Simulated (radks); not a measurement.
# Valence configurations of Fe⁺

NIST gives [Ar] 3d6 4s1 as the ground configuration of Fe⁺. Does this level of theory agree? Several fillings of the valence shells are run.

Method: scalar-relativistic Kohn-Sham, SCAN, spin-unpolarised, spherical densities, finite nucleus. Code: radks (a radial shooting solver on a logarithmic mesh, Libxc functionals) version 1.

1 further run of the same task is left out (it didn't finish).

## Step 1: Starting point

| Item | Value |
| --- | --- |
| element | iron (Z = 26) |
| charge | +1 |
| electrons | 25 |
| configuration | [Ar] 3d6 4s1 |
| nuclear rms radius | 3.7377 fm |
| others tried | 3d7; 3d5.5 4s1.5; 3d6.5 4s0.5; 3d6 4p1; 3d5 4s1 4p1; 3d5.5 4s1 4p0.5; 3d5 4p2; 3d5.5 4p1.5 |

Outer shells as boxes (Hund's rule):

Fe⁺
```
[Ar] core
3d [↑↓][↑ ][↑ ][↑ ][↑ ]
4s [↑ ]
```

## Step 2: [Ar] 3d6 4s1

Settings of this run:

```text
Z 26
configuration [Ar] 3d6 4s1
relativity scalar-relativistic
functional scan,scan
spin unpolarised
nucleus finite rms 3.7377 fm
c 137.035999084
```

## Step 3: [Ar] 3d7

Settings, as their differences from step 2:

```diff
@@ -1,3 +1,3 @@
 Z 26
-configuration [Ar] 3d6 4s1
+configuration [Ar] 3d7
 relativity scalar-relativistic
```

## Step 4: [Ar] 3d5.5 4s1.5

Settings, as their differences from step 3:

```diff
@@ -1,3 +1,3 @@
 Z 26
-configuration [Ar] 3d7
+configuration [Ar] 3d5.5 4s1.5
 relativity scalar-relativistic
```

## Step 5: [Ar] 3d6.5 4s0.5

Settings, as their differences from step 4:

```diff
@@ -1,3 +1,3 @@
 Z 26
-configuration [Ar] 3d5.5 4s1.5
+configuration [Ar] 3d6.5 4s0.5
 relativity scalar-relativistic
```

## Step 6: [Ar] 3d6 4p1

Settings, as their differences from step 5:

```diff
@@ -1,3 +1,3 @@
 Z 26
-configuration [Ar] 3d6.5 4s0.5
+configuration [Ar] 3d6 4p1
 relativity scalar-relativistic
```

## Step 7: [Ar] 3d5 4s1 4p1

Settings, as their differences from step 6:

```diff
@@ -1,3 +1,3 @@
 Z 26
-configuration [Ar] 3d6 4p1
+configuration [Ar] 3d5 4s1 4p1
 relativity scalar-relativistic
```

## Step 8: [Ar] 3d5.5 4s1 4p0.5

Settings, as their differences from step 7:

```diff
@@ -1,3 +1,3 @@
 Z 26
-configuration [Ar] 3d5 4s1 4p1
+configuration [Ar] 3d5.5 4s1 4p0.5
 relativity scalar-relativistic
```

## Step 9: [Ar] 3d5 4p2

Settings of this run:

```text
Z 26
configuration [Ar] 3d5 4p2
relativity scalar-relativistic
functional scan,scan
spin unpolarised
nucleus finite rms 3.7377 fm
c 137.035999084
```

## Step 10: [Ar] 3d5.5 4p1.5

Settings, as their differences from step 9:

```diff
@@ -1,3 +1,3 @@
 Z 26
-configuration [Ar] 3d5 4p2
+configuration [Ar] 3d5.5 4p1.5
 relativity scalar-relativistic
```

What does the calculation give? Wanted: for each run, valence; E − E(NIST configuration); highest level; its energy; 1s shift.

As calculated:

```csv
valence,E − E(NIST configuration) (eV),highest level,its energy (eV),1s shift (eV)
3d7,-2.315,3d,-11.375,+5.56
3d6.5 4s0.5,-1.492,4s,-11.268,+2.95
3d6 4s1,0.000,4s,-12.363,+0.00
3d5.5 4s1.5,2.231,4s,-13.355,-3.31
3d5.5 4s1 4p0.5,5.017,4p,-8.205,-4.05
3d6 4p1,5.105,4p,-7.898,-1.53
3d5.5 4p1.5,10.475,4p,-8.842,-5.55
3d5 4s1 4p1,11.261,4p,-9.183,-8.42
3d5 4p2,17.099,4p,-9.799,-9.87
```

What this shows: Theory disagrees with NIST here: 3d7 comes out 2.315 eV lower. The energies are those of spherical spin-averaged densities, not of single terms. The 1s eigenvalue shifts by up to 9.87 eV as the valence charge is rearranged.
